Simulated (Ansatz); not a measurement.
# C3H8Cl3NZr: ionisation energy by level of theory

How much energy removes an electron from C3H8Cl3NZr at fixed geometry? The cation is run at each level and the neutral's energy taken from earlier runs.

Computed with Ansatz 0.2.0, Gaussian basis. Level: unrestricted cation, the program's frozen cores in correlated methods.

Levels to be run: UKS PBE-D4/def2-TZVPP; UKS r2SCAN-D4/def2-TZVPP; UKS PBE0-D4/def2-TZVPP; UKS B3LYP-D4/def2-TZVPP; UKS wB97X-V/def2-TZVPP; UKS wB97M-V/def2-TZVPP; UKS B2PLYP/def2-TZVPP; UHF-CCSD(T)/def2-TZVPP; UHF-MP2/def2-QZVPP; extrapolation to the limit; then −ε(HOMO) from the neutral's earlier runs with LDA (SPW92), PBE-D4, revPBE-D4, BLYP-D4, r2SCAN-D4, B97M-V, PBE0-D4, B3LYP-D4, r2SCANh-D4, r2SCAN0-D4, HSE06-D4, BHLYP-D4, CAM-B3LYP-D4, LC-ωPBE, ωB97X-V, ωB97M-V.

## (1) The geometry

An earlier PBE0-D4 in a triple-zeta def2 set relaxation fixed the geometry. Zr takes the def2 core potential; no spin-orbit term is included.

SMILES `CC(C)[NH][Zr]([Cl])([Cl])[Cl]`, 16 atoms, charge 0, spin multiplicity 1.

Atoms are counted from 1 here; the program's logs count them from 0.

Bond lengths: C1–C2 1.518 Å, C1–H9 1.093 Å, C1–H10 1.095 Å, C1–H11 1.091 Å, C2–C3 1.520 Å, C2–N4 1.459 Å, C2–H12 1.099 Å, C3–H13 1.093 Å, C3–H14 1.093 Å, C3–H15 1.093 Å, N4–Zr5 1.986 Å, N4–H16 1.017 Å, Zr5–Cl6 2.350 Å, Zr5–Cl7 2.350 Å, Zr5–Cl8 2.337 Å. Angles: C2–C1–H9 111.4°, C2–C1–H10 110.8°, C2–C1–H11 110.5°, H9–C1–H10 108.9°, H9–C1–H11 107.6°, H10–C1–H11 107.5°, C1–C2–C3 111.5°, C1–C2–N4 109.9°, C1–C2–H12 108.1°, C3–C2–N4 110.7°, C3–C2–H12 108.5°, N4–C2–H12 108.1°, C2–C3–H13 110.6°, C2–C3–H14 111.2°, C2–C3–H15 110.3°, H13–C3–H14 107.9°, H13–C3–H15 108.5°, H14–C3–H15 108.2° and more.

## (2) Cation, UKS PBE-D4/def2-TZVPP

The input, in.yaml:

```yaml
crystal:
  periodic: [false, false, false]
  atoms:
    - {symbol: C, position_ang: [0.979598, 1.089566, 0.362041]}
    - {symbol: C, position_ang: [0.524619, -0.319398, 0.697146]}
    - {symbol: C, position_ang: [1.458441, -1.362352, 0.103762]}
    - {symbol: N, position_ang: [-0.841693, -0.525506, 0.228568]}
    - {symbol: Zr, position_ang: [-2.122432, 0.588760, -0.802512]}
    - {symbol: Cl, position_ang: [-2.593184, 2.546370, 0.408618]}
    - {symbol: Cl, position_ang: [-1.151577, 1.158671, -2.865032]}
    - {symbol: Cl, position_ang: [-4.015659, -0.755830, -1.070019]}
    - {symbol: H, position_ang: [0.324060, 1.839000, 0.813146]}
    - {symbol: H, position_ang: [1.001388, 1.243543, -0.721676]}
    - {symbol: H, position_ang: [1.988965, 1.263921, 0.738136]}
    - {symbol: H, position_ang: [0.529717, -0.427832, 1.790576]}
    - {symbol: H, position_ang: [2.472700, -1.235686, 0.490069]}
    - {symbol: H, position_ang: [1.128813, -2.374608, 0.351320]}
    - {symbol: H, position_ang: [1.487215, -1.269189, -0.984770]}
    - {symbol: H, position_ang: [-1.170991, -1.459419, 0.460635]}
basis:
  gaussian: {orbitals: def2-TZVPP}
total_charge: 1
magnetization: {spin_polarized: true, initial_magnetization: 1}
hamiltonian: {xc: pbe, dispersion: d4}
```

Started as:

```sh
> ansatz run in.yaml --threads 4 --pin off --events-out ev --progress --plain --max-ram 66560MiB --backend cuda --devices 0, --max-vram 37GiB
```

Further steps of the session: Cation, UKS r2SCAN-D4/def2-TZVPP; Cation, UKS PBE0-D4/def2-TZVPP; Cation, UKS B3LYP-D4/def2-TZVPP; Cation, UKS wB97X-V/def2-TZVPP; Cation, UKS wB97M-V/def2-TZVPP; Cation, UKS B2PLYP (frozen core)/def2-TZVPP; Cation, UHF-CCSD(T)/def2-TZVPP; Cation, UHF-MP2/def2-QZVPP.

**Question.** What will the summary of the whole plan be? Wanted: ionisation energy, CCSD(T)/CBS; nearest functional by difference; nearest −ε(HOMO); −ε(HOMO) of PBE; T1 of the cation.

As calculated:

```
                        quantity               value
  ionisation energy, CCSD(T)/CBS             9.65 eV
nearest functional by difference  ωB97X-V (-0.16 eV)
                nearest −ε(HOMO)  ωB97M-V (+0.29 eV)
                 −ε(HOMO) of PBE             6.39 eV
                T1 of the cation               0.022
```

By cation minus neutral, the functionals miss by 0.63 eV at most. −ε(HOMO) of PBE misses by 3.3 eV, since self-interaction lifts the level. Among orbital estimates ωB97M-V comes nearest. Hartree-Fock falls 1.34 eV short, as the neutral has more correlation energy than the cation. Correlated methods include outer-core shells of Zr, which these sets cover unevenly.
